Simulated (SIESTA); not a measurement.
**Ta4O under changes of volume**

One of the cells (15.725 Å³/atom); the others are scaled copies at fixed shape and fractional positions:

```
CELL_PARAMETERS angstrom
3.25750 0.00000 0.00000
0.00000 3.25750 0.00000
0.00000 0.00000 7.40934
ATOMIC_POSITIONS crystal
Ta 0.00000 0.00000 0.00000
Ta 0.50000 0.50000 0.21684
Ta 0.50000 0.50000 0.78316
Ta 0.00000 0.00000 0.50000
O 0.50000 0.50000 0.50000
```

The cell comes from a database or a generator and needn't be the stable form of this composition.

```yaml
Program: SIESTA 5.4.2
Functional: LDA
Potentials_or_basis: PseudoDojo 0.4 standard (LDA files)
Basis: DZP (energy shift 0.003 Ry; two zetas on semicore shells)
Grid_cutoff: 800 Ry
Energy_shift: 0.003 Ry
k_mesh: 6 × 6 × 3
Occupations: fermi-dirac, width 0.05 eV
Spin: no spin polarisation
```

```csv
volume (Å³/atom),energy over the lowest point (meV/atom),pressure (GPa),largest force (eV/Å)
14.781,0.00,1.5,0.352
15.096,2.31,-3.7,0.285
15.410,?,?,?
15.725,34.97,-12.6,0.174
16.039,63.64,-16.4,0.119
16.354,99.35,-19.8,0.083
16.668,141.26,-22.8,0.054
```

Task: What does the run at 15.410 Å³/atom give?

Result: Energy over the lowest point 14.22 meV/atom; pressure -8.4 GPa; largest force 0.229 eV/Å.

Worked out: A Birch-Murnaghan fit of order 3 (a polynomial in V^(-2/3)) to the other rows has its minimum at 14.87 Å³/atom with B0 = V·E''(V) = 254 GPa and B' = 4.1 at fixed shape and positions, which overstates the stiffness. It gives 14.25 meV/atom at 15.410 Å³/atom, against the run's 14.22, and -dE/dV = -8.4 GPa, against -8.4.

Energies are extrapolated to zero smearing.

Caveats: short orbitals over semicore shells can move pressures by several GPa; the basis of atomic orbitals isn't converged, which shifts pressures, moduli and gaps.
